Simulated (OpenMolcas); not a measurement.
**ICl (iodine monochloride): HF/ANO-RCC-VDZP (DKH2, Cholesky decomposition)**

Aim: the vertical singlet–triplet gap of ICl (iodine monochloride) at HF/ANO-RCC-VDZP (DKH2, Cholesky decomposition), from 2 runs. 

The results are computed with OpenMolcas 26.06.

## (1) The molecule

The species is ICl (2 atoms), meant as a singlet with charge 0. As SMILES, `ClI`. The coordinates come from a PBE0-D4/def2-TZVP relaxation.

Bond lengths: Cl1–I2 2.312 Å.

## (2) The energy at HF/ANO-RCC-VDZP (DKH2, Cholesky decomposition)

File mol.xyz:

```xyz
2

Cl     0.000000     0.000000    -0.002580
I      0.000000     0.000000     2.309100
```

File job.input:

```
* ClI Hartree-Fock

&GATEWAY
  COORD = mol.xyz
  BASIS = ANO-RCC-VDZP
  GROUP = NoSym

&SEWARD
  HIGH

&SCF
  PRORBITALS = 1 1
```

Command:

```
$ export MOLCAS_MEM=1860
$ pymolcas job.input > job.log
```

The log of the run:

```text
--- Start Module: gateway ---
[...]
--- Stop Module: gateway /rc=_RC_ALL_IS_WELL_ ---
--- Start Module: seward ---
[...]
      Basis functions           61
--- Stop Module: seward /rc=_RC_ALL_IS_WELL_ ---
[...]
--- Start Module: scf ---
[...]
       Convergence after  10 Iterations
[...]
::    Total SCF energy                              -7571.7779523060
[...]
      Total spin, S                                     0.0000000000
[...]
      Total electronic charge=   70.000000
      Total            charge=   -0.000000
[...]
      Dipole Moment (debye):
      Origin of the operator (angstrom)=    0.0000    0.0000    1.8097
                   X= -2.7778E-11               Y=  6.9302E-12               Z=  1.5222E+00           Total=  1.5222E+00
      Quadrupole Moment (debye*angstrom):
[...]
--- Stop Module: scf /rc=_RC_ALL_IS_WELL_ ---
[...]
```

It took 15 s on 1 thread of Arm Neoverse V1, shared host; peak memory 0.19 GiB.

## (3) The triplet, same level

mol.xyz is that of step 2.

File job.input:

```
&gateway
  coord=mol.xyz
  basis=ANO-RCC-VDZP
  group=NoSym

&seward
  high

&scf
  uhf
  spin=3
  prorbitals=1 1
```

Command:

```
$ export MOLCAS_MEM=1860
$ pymolcas job.input > job.log
```

The log of the run:

```text
--- Start Module: gateway ---
[...]
--- Stop Module: gateway /rc=_RC_ALL_IS_WELL_ ---
--- Start Module: seward ---
[...]
      Basis functions           61
--- Stop Module: seward /rc=_RC_ALL_IS_WELL_ ---
[...]
--- Start Module: scf ---
[...]
       Convergence after  21 Iterations
[...]
::    Total SCF energy                              -7571.7010659477
[...]
      Total spin, S                                     1.0054380013
[...]
      Total electronic charge=   70.000000
      Total            charge=   -0.000000
[...]
      Dipole Moment (debye):
      Origin of the operator (angstrom)=    0.0000    0.0000    1.8097
                   X= -2.1738E-11               Y=  3.8324E-12               Z=  2.6290E+00           Total=  2.6290E+00
      Quadrupole Moment (debye*angstrom):
[...]
--- Stop Module: scf /rc=_RC_ALL_IS_WELL_ ---
[...]
```

Wall time 18 s (1 thread of Arm Neoverse V1, shared host); peak memory 0.19 GiB.

## (4) What came out

At HF/ANO-RCC-VDZP (DKH2, Cholesky decomposition):

| quantity | value |
| --- | --- |
| singlet: total energy | -7571.77795 Eh |
| singlet: dipole moment | 1.52 D |
| singlet: HOMO energy | -10.60 eV |
| singlet: LUMO energy | -0.04 eV |
| singlet: HOMO–LUMO gap | 10.56 eV |
| triplet: total energy | -7571.70107 Eh |
| triplet: dipole moment | 2.63 D |
| triplet: HOMO energy (highest over α and β) | -8.51 eV |
| triplet: LUMO energy (lowest over α and β) | -2.09 eV |
| triplet: ⟨S²⟩ | 2.016 |
| vertical energy of the triplet above the singlet | 2.092 eV |

At this shape the triplet lies 2.09 eV (202 kJ/mol) above the singlet.
